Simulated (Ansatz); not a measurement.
# MgTi2 (P-62m): equation of state with a fit

The task is an equation of state with a fit, for MgTi2 (P-62m).

Program: Ansatz 0.2.0 through its Python package. Level of theory: DFT PBEsol, plane waves, PAW. These are calculated values, not measurements.

### Step 1. Starting point

It takes space group P-62m (No. 189, hexagonal). The conventional cell has a = 5.144 Å, b = 5.144 Å, c = 4.892 Å, α = 90.00°, β = 90.00°, γ = 120.00°. Mg (site symmetry -6) is surrounded by 3 Mg at 2.97 Å and 9 Ti at 2.97 to 3.01 Å. Ti (site symmetry m2m) is surrounded by 8 Ti at 2.82 to 3.05 Å and 4 Mg at 3.01 Å. Ti (site symmetry -62m) is surrounded by 6 Ti at 2.94 Å and 6 Mg at 2.97 Å.

The script holds or builds the structure itself.

### Step 2. Script

Input file mgti2_eos.py:

```python
"""Energy against volume for MgTi2, with a fit."""

import ansatz as az
from ase.eos import EquationOfState
from ase.units import GPa
import numpy as np

VECTORS = np.array([
    [5.143887, 0.0, 0.0],
    [-2.571943, 4.454737, 0.0],
    [0.0, 0.0, 4.891787],
])
SITES = [
    ("Mg", (2 / 3, 1 / 3, 0.0)),
    ("Mg", (1 / 3, 2 / 3, 0.0)),
    ("Ti", (0.0, 0.316128, 0.5)),
    ("Ti", (0.683872, 0.683872, 0.5)),
    ("Ti", (0.316128, 0.0, 0.5)),
    ("Ti", (0.0, 0.0, 0.0)),
]


def on_lattice(cell):
    crystal = az.Crystal(lattice=az.Lattice.of(cell))
    for symbol, position in SITES:
        crystal = crystal.atom(symbol, position)
    return crystal

# uniform scaling of the cell
volumes, energies, pressures = [], [], []
for scale in np.linspace(0.92, 1.08, 7):
    cell = VECTORS * scale ** (1 / 3)
    calc = (
        on_lattice(cell).calculation()
        .functional("pbesol")
        .occupations(az.OccupationsMethod.GAUSSIAN, width=0.1)
        .basis(500)
        .kpoints(5, 5, 5)
        .stress()
    )
    data = calc.run(threads=1, pin="off").report
    volumes.append(abs(np.linalg.det(cell)) / len(SITES))
    energies.append(data["free_energy_ev"] / len(SITES))
    pressures.append(np.trace(data["stress_gpa"]) / 3)
    print(f"V = {volumes[-1]:8.4f} A^3/atom  F = {energies[-1]:.5f} eV/atom  P = {pressures[-1]:8.3f} GPa")

eos = EquationOfState(volumes, energies, eos="sj")
v0, e0, bulk = eos.fit()
print(f"V0 = {v0:.4f} A^3/atom, E0 = {e0:.5f} eV/atom, B = {bulk / GPa:.1f} GPa")
```

### Step 3. What the engine is handed

The engine receives this input (first run):

```yaml
crystal:
  lattice:
    - [5.002887019532433, 0.0, 0.0]
    - [-2.5014430234718033, 4.332627429943708, 0.0]
    - [0.0, 0.0, 4.757697376442659]
  atoms:
    - { symbol: Mg, position: [0.6666666666666666, 0.3333333333333333, 0.0] }
    - { symbol: Mg, position: [0.3333333333333333, 0.6666666666666666, 0.0] }
    - { symbol: Ti, position: [0.0, 0.316128, 0.5] }
    - { symbol: Ti, position: [0.683872, 0.683872, 0.5] }
    - { symbol: Ti, position: [0.316128, 0.0, 0.5] }
    - { symbol: Ti, position: [0.0, 0.0, 0.0] }
basis:
  ecutwfc: 500.0
kpoints:
  mp_grid:
    grid: [5, 5, 5]
hamiltonian:
  xc: pbesol
scf:
  occupations:
    method: gaussian
    width: 0.1
output:
  stress: true
```

### Step 4. Launch

Command:

```bash
$ python mgti2_eos.py
```

**Question.** Where does the minimum lie against the volume typed, and how stiff is the crystal?

**Answer**, as computed:

```
                      quantity           value
                 runs compared               7
               range of energy  56.23 meV/atom
lowest point, volume (Å³/atom)          18.184
      equilibrium volume (fit)   18.05 Å³/atom
            bulk modulus (fit)          86 GPa
```

A third-order Birch-Murnaghan fit through the 7 points has its minimum at 18.05 Å³ an atom, 3.4 % below the typed cell, with a bulk modulus of 86 GPa and dB/dP = 3.7. From that minimum the energy rises by 12.0 meV an atom on the compressed side and 56.5 meV on the expanded side. No spin polarisation was allowed. Shape and fractional positions are held along the curve, so the bulk modulus is an upper value where they are free to relax, by a factor of two or more in layered or hydrogen-bonded cells. For a metal this k-point mesh is coarse: on a finer one energies can move by several to tens of meV an atom and pressures by half a GPa or more, differences at one mesh by less. Pressure is positive in compression. This cell is a computed structure, which may not be the phase found in nature.
